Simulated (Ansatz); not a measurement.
# C3H5ClGe: an energy map over two coordinates, part 2 of 2

A grid of calculations on C3H5ClGe, SMILES CC#[C][GeH2][Cl], to see where the energy is lowest and how it rises around there.

Ansatz 0.2.0; RHF/def2-SVP.

## 5. The run at (140.0°, −0.022 Å)

Contents of input.yaml:

```yaml
crystal:
  periodic: [false, false, false]
  atoms:
    - { symbol: C, position_ang: [-1.281817, -1.598727, 0.953137] }
    - { symbol: C, position_ang: [-0.478906, -0.655877, 0.209522] }
    - { symbol: C, position_ang: [0.272765, 0.231587, 0.386246] }
    - { symbol: Ge, position_ang: [1.496974, 1.652414, 0.684216] }
    - { symbol: Cl, position_ang: [0.950968, 3.323123, -0.590295] }
    - { symbol: H, position_ang: [-2.045939, -1.077273, 1.529238] }
    - { symbol: H, position_ang: [-0.658288, -2.168848, 1.641688] }
    - { symbol: H, position_ang: [-1.774611, -2.295502, 0.275363] }
    - { symbol: H, position_ang: [1.41307, 2.145061, 2.122727] }
    - { symbol: H, position_ang: [2.909538, 1.238984, 0.293376] }
basis:
  gaussian: { orbitals: def2-SVP }
hamiltonian:
  xc: hf
output:
  forces: true
```

Run with:

```
> ansatz run input.yaml --threads 1 --pin off --max-ram 2560MiB --backend cpu --events-out ev --progress --plain --runs-dir out
```

What it wrote:

```text
Warning: RAYON_NUM_THREADS=1 ignored (pool sized by the plan → 1); use --threads N
Engine: ansatz 0.2.0, aarch64-unknown-linux-gnu
Functional definition: HF
  exchange = exact_x
  correlation = 0
1168 factors; integrals over basis functions are off by at most 1.4e-3 eV
mean field evaluation 1: about -72130.6916 eV, gradient 2.9e1 eV
mean field evaluation 2: about -72130.7701 eV, gradient 2.8e1 eV
mean field evaluation 4: about -72133.3333 eV, gradient 3.7e0 eV
mean field evaluation 8: about -72133.3721 eV, gradient 1.4e-1 eV
mean field -72133.37234022 eV, -2650.8525397474 hartree, gradient 2.6e-5 eV, S^2 0.000000; 0 other end points of the search recorded, 0 dependent functions left out
the calculation of the forces begins
reference -72133.37234022 eV, -2650.8525397474 hartree; 36, 36 occupied and 81, 81 virtual orbitals, 1168 factors
Total energy: -72133.37234022 eV, -2650.8525397474 hartree
Atom 0 at    -1.281817    -1.598727     0.953137 Å, force    -1.488960    -1.781544    -0.910870 eV/Å
Atom 1 at    -0.478906    -0.655877     0.209522 Å, force    -1.099297    -1.343228     1.886306 eV/Å
Atom 2 at     0.272765     0.231587     0.386246 Å, force     2.696543     3.234298    -0.907304 eV/Å
Atom 3 at     1.496974     1.652414     0.684216 Å, force     0.098806     0.114839    -0.257937 eV/Å
Atom 4 at     0.950968     3.323123    -0.590295 Å, force     0.013339     0.007947     0.022440 eV/Å
Atom 5 at    -2.045939    -1.077273     1.529238 Å, force     0.019297     0.043652    -0.081510 eV/Å
Atom 6 at    -0.658288    -2.168848     1.641688 Å, force     0.052231     0.049919    -0.096606 eV/Å
Atom 7 at    -1.774611    -2.295502     0.275363 Å, force    -0.258559    -0.278768     0.311651 eV/Å
Atom 8 at     1.413070     2.145061     2.122727 Å, force    -0.042617    -0.059449     0.013104 eV/Å
Atom 9 at     2.909538     1.238984     0.293376 Å, force     0.009217     0.012334     0.020725 eV/Å
Dipole moment:     0.001843    -0.468504     0.466618 e Å
```

Run time: 3.1 s. Hardware: 1 thread of Arm Neoverse V2, shared host; peak memory 0.23 GiB.

On the map this point reads 19 kcal/mol.

## 6. Grid point (180.0°, 0.009 Å)

Contents of input.yaml:

```yaml
crystal:
  periodic: [false, false, false]
  atoms:
    - { symbol: C, position_ang: [-1.418021, -1.75867, 0.49064] }
    - { symbol: C, position_ang: [-0.478906, -0.655877, 0.209522] }
    - { symbol: C, position_ang: [0.286122, 0.247398, -0.02829] }
    - { symbol: Ge, position_ang: [1.503075, 1.659704, -0.389733] }
    - { symbol: Cl, position_ang: [0.638556, 2.956387, -1.901351] }
    - { symbol: H, position_ang: [-2.306044, -1.382712, 0.99834] }
    - { symbol: H, position_ang: [-0.946011, -2.506718, 1.127475] }
    - { symbol: H, position_ang: [-1.727286, -2.239928, -0.436972] }
    - { symbol: H, position_ang: [1.725619, 2.512209, 0.852348] }
    - { symbol: H, position_ang: [2.80547, 1.116903, -0.962579] }
basis:
  gaussian: { orbitals: def2-SVP }
hamiltonian:
  xc: hf
output:
  forces: true
```

Run with:

```
> ansatz run input.yaml --threads 1 --pin off --max-ram 2560MiB --backend cpu --events-out ev --progress --plain --runs-dir out
```

What it wrote:

```text
Warning: RAYON_NUM_THREADS=1 ignored (pool sized by the plan → 1); use --threads N
Engine: ansatz 0.2.0, aarch64-unknown-linux-gnu
Functional definition: HF
  exchange = exact_x
  correlation = 0
1170 factors; integrals over basis functions are off by at most 1.5e-3 eV
mean field evaluation 1: about -72131.6380 eV, gradient 2.8e1 eV
mean field evaluation 2: about -72131.7100 eV, gradient 2.7e1 eV
mean field evaluation 4: about -72134.1645 eV, gradient 3.5e0 eV
mean field evaluation 8: about -72134.1979 eV, gradient 1.4e-4 eV
mean field -72134.19788266 eV, -2650.8828778722 hartree, gradient 1.6e-5 eV, S^2 0.000000; 0 other end points of the search recorded, 0 dependent functions left out
the calculation of the forces begins
reference -72134.19788266 eV, -2650.8828778722 hartree; 36, 36 occupied and 81, 81 virtual orbitals, 1170 factors
Total energy: -72134.19788266 eV, -2650.8828778722 hartree
Atom 0 at    -1.418021    -1.758670     0.490640 Å, force     0.177974     0.205660    -0.041307 eV/Å
Atom 1 at    -0.478906    -0.655877     0.209522 Å, force     0.454798     0.542806    -0.164278 eV/Å
Atom 2 at     0.286122     0.247398    -0.028290 Å, force    -0.664803    -0.789545     0.215502 eV/Å
Atom 3 at     1.503075     1.659704    -0.389733 Å, force     0.001978     0.005427    -0.001086 eV/Å
Atom 4 at     0.638556     2.956387    -1.901351 Å, force     0.000749    -0.000673     0.001254 eV/Å
Atom 5 at    -2.306044    -1.382712     0.998340 Å, force     0.010193     0.013822    -0.002148 eV/Å
Atom 6 at    -0.946011    -2.506718     1.127475 Å, force     0.009725     0.010504    -0.002007 eV/Å
Atom 7 at    -1.727286    -2.239928    -0.436972 Å, force     0.012598     0.014596    -0.005785 eV/Å
Atom 8 at     1.725619     2.512209     0.852348 Å, force    -0.001723    -0.001039    -0.000284 eV/Å
Atom 9 at     2.805470     1.116903    -0.962579 Å, force    -0.001491    -0.001558     0.000141 eV/Å
Dipole moment:    -0.025291    -0.510366     0.374960 e Å
```

It took 2.9 s on 1 thread of Arm Neoverse V2, shared host; peak memory 0.23 GiB.

That is 0.15 kcal/mol from the zero.

## 7. The map

169 points were computed. Energies in kcal/mol, from the relaxed molecule at the same level:

```
change of the bonds C2–C1, C2–C3, all alike (Å) ↓, angle C1–C2–C3 (carried through 180) (°) →  140.0  146.7  153.3  160.0  166.7  173.3  180.0  186.7  193.3  200.0  206.7  213.3  220.0
                                                                                        0.227     70     68     66     65     64     63     63     63     64     65     66     68     70
                                                                                        0.195     57     55     53     51     50     49     49     49     50     51     53     55     58
                                                                                        0.164     46     43     41     39     38     37     37     37     38     39     41     43     46
                                                                                        0.133     36     33     30     28     27     26     25     26     27     28     30     33     37
                                                                                        0.102     28     24     21     19     17     16     16     16     17     19     21     25     28
                                                                                        0.071     22     18     14     11     10      8      8      8     10     12     14     18     22
                                                                                        0.040     18     13      9      6      4      3      3      3      4      7     10     14     18
                                                                                        0.009     17     12      8      4      2      1      0      1      2      4      8     12     17
                                                                                       −0.022     19     14      9      5      3      1      1      1      3      6      9     14     20
                                                                                       −0.053     26     19     14     11      8      6      6      6      8     11     15     20     26
                                                                                       −0.084     37     30     25     20     17     16     15     16     17     21     25     31     37
                                                                                       −0.115     53     46     40     36     32     30     30     31     33     36     41     47     54
                                                                                       −0.147     77     69     63     58     55     52     52     53     55     58     64     70     78
```

On the same grid, largest force on an atom (eV/Å):

```tsv
change of the bonds C2–C1, C2–C3, all alike (Å) ↓, angle C1–C2–C3 (carried through 180) (°) →	140.0	146.7	153.3	160.0	166.7	173.3	180.0	186.7	193.3	200.0	206.7	213.3	220.0
0.227	13.6	14.1	14.5	14.7	14.9	15.0	15.0	15.0	14.9	14.7	14.5	14.1	13.6
0.195	12.7	13.1	13.5	13.7	13.9	13.9	14.0	13.9	13.9	13.7	13.4	13.1	12.7
0.164	11.5	11.9	12.2	12.4	12.6	12.7	12.7	12.7	12.6	12.4	12.2	11.9	11.5
0.133	10.0	10.4	10.7	10.9	11.1	11.2	11.2	11.2	11.1	10.9	10.7	10.4	10.0
0.102	8.1	8.5	8.8	9.0	9.2	9.3	9.3	9.3	9.2	9.0	8.8	8.5	8.1
0.071	6.3	6.3	6.5	6.8	6.9	7.0	7.0	7.0	6.9	6.7	6.5	6.2	6.3
0.040	4.6	4.4	4.0	4.0	4.2	4.3	4.3	4.3	4.2	4.0	4.0	4.3	4.5
0.009	2.9	2.6	2.3	1.9	1.4	1.0	1.1	1.0	1.4	1.9	2.3	2.6	2.8
−0.022	4.3	3.9	3.5	3.2	3.0	2.9	2.8	2.9	3.0	3.2	3.5	3.9	4.4
−0.053	8.8	8.4	8.0	7.8	7.5	7.4	7.4	7.4	7.6	7.8	8.1	8.4	8.8
−0.084	14.2	13.8	13.4	13.1	12.9	12.8	12.8	12.8	12.9	13.2	13.4	13.8	14.2
−0.115	20.5	20.1	19.8	19.5	19.3	19.1	19.1	19.2	19.3	19.5	19.8	20.1	20.6
−0.147	28.2	27.8	27.5	27.2	27.0	26.9	26.8	26.9	27.0	27.2	27.5	27.9	28.3
```

## 8. Outcome

This closing draws on all 2 parts.

| quantity | value |
| --- | --- |
| lowest point | (180.0°, 0.009 Å), 0.15 kcal/mol |
| highest computed point | (220.0°, −0.147 Å), 78 kcal/mol above the lowest |
| largest force on an atom (eV/Å) | 1.0 at (186.7°, 0.009 Å) to 28.3 at (220.0°, −0.147 Å); 1.1 at the lowest point |
| time for the whole task | 8.8 min on 1 thread, shared host |

The lowest computed point is at (180.0°, 0.009 Å), 0.15 kcal/mol from the relaxed molecule at the same level. The grid is coarse, so the lowest point of the scanned range may lie between grid points; coordinates that were held can hide deeper minima. No other kind of well shows on this grid. The highest computed point, (220.0°, −0.147 Å), lies 78 kcal/mol above the lowest. Round the minimum the two coordinates are nearly uncoupled.
